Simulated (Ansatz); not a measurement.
# GePH (singlet): the correlation ladder at a displaced geometry (v2), cc-pVDZ

An exercise on one series of results from a longer session: the logs are not shown, and one member is left open.

Program: Ansatz 0.2.0, Gaussian basis. Level of theory: cc-pVDZ, core rule «outside noble gas», up to 19 orbitals frozen. These are calculated values, not measurements.

To be run: UHF; CCSD(T) on RHF; CCSD(T) on UHF; BCCD(T) on RHF; CISD; CCSDT(Q) on RHF; CCSDT(Q) on UHF; CASSCF and MRCISD+Q, 10 electrons in 9 orbitals; CASSCF and NEVPT4(SD), 10 electrons in 9 orbitals; CASSCF and NEVPT2, 10 electrons in 9 orbitals.

15 further runs of the same task are left out: 9 that didn't finish, 6 set aside as unsound or not needed.

## The geometry

The geometry is a PBE0/def2-TZVP stationary point (not a proven minimum) with its atoms shifted at random (size 0.100 Å). No spin-orbit coupling is included. The filled d shell of Ge may be among the frozen orbitals whatever the setting's name suggests; the logs give the count.

3 atoms, charge 0, spin multiplicity 1.

Atoms are counted from 1 here; the program's logs count them from 0.

Bond lengths: Ge1–P2 2.121 Å, P2–H3 1.441 Å. Angles: Ge1–P2–H3 66.3°.

Set-up of the first run:

Contents of in.yaml:

```yaml
crystal:
  periodic: [false, false, false]
  atoms:
    - {symbol: Ge, position_ang: [0.049662, 0.000955, 0.641122]}
    - {symbol: P, position_ang: [-0.115212, -0.044131, -1.473398]}
    - {symbol: H, position_ang: [-0.038592, 1.287343, -0.927056]}
basis:
  gaussian: {orbitals: cc-pVDZ}
magnetization: {spin_polarized: true, initial_magnetization: 0}
hamiltonian: {xc: hf}
output: {orbitals: {seedname: orbitals}}
```

Started as:

```bash
ansatz run in.yaml --threads 1 --pin off --events-out ev --progress --plain --max-ram 2393MiB
```

Among the steps run: UHF; CCSD(T) on RHF; CCSD(T) on UHF; BCCD(T) on RHF; CISD; CCSDT(Q) on RHF; CCSDT(Q) on UHF; CASSCF and MRCISD+Q, 10 electrons in 9 orbitals; CASSCF and NEVPT4(SD), 10 electrons in 9 orbitals; CASSCF and NEVPT2, 10 electrons in 9 orbitals.

One table of the session follows, with a row left open; its other results are not shown here.

```
            method  from RCCSDT(Q) (kcal/mol)
               RHF                    +146.14
               UHF                    +145.39
              RMP2                     +24.65
              CISD                          ?
             RCCSD                      +7.83
          RCCSD(T)                      +1.20
           BCCD(T)                      +1.19
            RCCSDT                      +0.60
         RCCSDT(Q)                          0
    CASSCF valence                     +93.54
    NEVPT2 valence                     +20.98
NEVPT4(SD) valence                      +2.12
    MRCISD valence                      +7.27
  MRCISD+Q valence                      +0.20
```

**Question.** Estimate the row for CISD.

The run gave: from RCCSDT(Q) (kcal/mol): +20.11. In the column «from RCCSDT(Q) (kcal/mol)» it lies between RCCSD (+7.83) and NEVPT2 valence (+20.98).

Not comparable, so not listed: CCSD(T) on UHF; CCSDT(Q) on UHF (they don't share determinant, frozen orbitals or solution with the rows shown, or repeat one).

To keep in mind: Warnings: restricted reference is unstable; spin contamination.
